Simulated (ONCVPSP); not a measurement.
# An ONCV potential for cobalt, from input to tests

Do these settings give a usable potential? It is generated, then checked for transferability, scattering, ghosts and hardness.

Method: ONCVPSP 4.0.1.1 (patched build), PBEsol, scalar-relativistic.

## (1) The design

The settings as typed:

| Item | Value |
| --- | --- |
| element | cobalt (Co, Z = 27) |
| type | optimised norm-conserving Vanderbilt (ONCV) |
| frozen core | [Ne] |
| valence charge | 17 |
| reference configuration | 3s2 3p6 3d7 (charge +2) |
| partial waves | 3s: rc 1.20 bohr, ncon 4, nbas 7, qcut 13.3 1/bohr, 2 projectors, debl 3.3 Ha; 3p: rc 0.80 bohr, ncon 4, nbas 7, qcut 12 1/bohr, 3 projectors, debl 2.7 Ha; 3d: rc 0.90 bohr, ncon 4, nbas 9, qcut 20.2 1/bohr, 2 projectors, debl 0.3 Ha; f scattering state at 0.39 Ha: rc 1.15 bohr, ncon 4, nbas 8, qcut 8.7 1/bohr, 2 projectors, debl 3.1 Ha |
| local potential | polynomial inside 0.75 bohr (lpopt 4, dvloc0 6 Ha) |
| core correction | Teter function, fcfact 1.5, rcfact 1.55 |

The outer shells as boxes (Hund's rule for the drawing; the calculation is spin-unpolarised):

```
[Ne] core
3s [↑↓]
3p [↑↓][↑↓][↑↓]
3d [↑↓][↑↓][↑ ][↑ ][↑ ]
```

The nodes and maxima of the atom's own shells, from an earlier all-electron run, set the scale for the radii.

All-electron outer shells of the reference configuration (PBEsol, scalar-relativistic, ld1.x):

```csv
shell,level (eV),outermost node (bohr),outermost maximum (bohr)
3s,-121.17,0.31,0.67
3p,-84.56,0.28,0.68
3d,-27.03,–,0.66
4s,-20.73,0.95,2.10
4p,-14.45,1.03,2.50
```

## (2) Generating the potential

File Co.dat:

```
# ATOM AND REFERENCE CONFIGURATION
# atsym  z   nc   nv     iexc    psfile
  Co 27.00    3    3  -116133      upf
#
#   n    l    f
    1    0    2.00
    2    0    2.00
    2    1    6.00
    3    0    2.00
    3    1    6.00
    3    2    7.00
#
# PSEUDOPOTENTIAL AND OPTIMIZATION
# lmax
    3
#
#   l,   rc,      ep,       ncon, nbas, qcut
    0    1.20    0.00    4    7   13.30
    1    0.80    0.00    4    7   12.00
    2    0.90    0.00    4    9   20.20
    3    1.15    0.39    4    8    8.70
#
# LOCAL POTENTIAL
# lloc, lpopt,  rc(5),   dvloc0
    4    4    0.75    6.00
#
# VANDERBILT-KLEINMAN-BYLANDER PROJECTORs
# l, nproj, debl
    0    2    3.30
    1    3    2.70
    2    2    0.30
    3    2    3.10
#
# MODEL CORE CHARGE
# icmod, fcfact, rcfact
    3    1.50    1.55
#
# LOG DERIVATIVE ANALYSIS
# epsh1, epsh2, depsh
   -6.00    5.00    0.04
#
# OUTPUT GRID
# rlmax, drl
    6.00    0.01
#
# TEST CONFIGURATIONS
# ncnf
    4
# nvcnf
#   n    l    f
    4
    3    0    2.00
    3    1    6.00
    3    2    7.00
    4    0    2.00
#
    4
    3    0    2.00
    3    1    6.00
    3    2    7.00
    4    0    1.00
#
    3
    3    0    2.00
    3    1    6.00
    3    2    6.00
#
    4
    3    0    1.00
    3    1    6.00
    3    2    7.00
    4    0    2.00
#
```

Command:

```sh
$ oncvpsp.x < Co.dat > Co.out
```

**Question.** What will these runs give? Wanted: cutoffs for 1 and 0.1 mHa per electron, occupied waves; bound ghosts; GHOST(+) flags; largest test error; largest phase difference near zero energy, channels read; rms error of d²Exc/dn², without and with the model core; projector energies reset by the program.

The runs gave:

| quantity | value |
| --- | --- |
| cutoffs for 1 and 0.1 mHa per electron, occupied waves | 130 Ha and 173 Ha |
| bound ghosts | p at -14698.19 eV |
| GHOST(+) flags | p at 3887 eV |
| largest test error (AE − PS) | -33 meV, for 3s1 3p6 3d7 4s2 |
| largest phase difference near zero energy, channels read | 0.000 rad |
| rms error of d²Exc/dn², without and with the model core | 2.73 and 1.26 mHa |
| projector energies reset by the program | s: -4.453, 0.250 Ha; p: -3.108, 0.250, 2.950 Ha; d: -0.994, 0.250 Ha |

It has a bound ghost (p), a state that the atom doesn't have, and that rules the file out. The worst unpolarised test, 3s1 3p6 3d7 4s2, is off by 33 meV on 84.5 eV; by total energies transferability rates as fair. That test lies far up in energy; among those under 40 eV, nearer to bonding, the largest error is 3.8 meV. The potential is very hard: the looser tolerance needs 130 Ha. The 3d wave sets it; 3p needs 63 Ha. Near zero energy the phases of the channels with partial waves agree within 0.001 rad. The program also flags highly localised states, GHOST(+) (p). All of this concerns the isolated atom, not yet a solid.
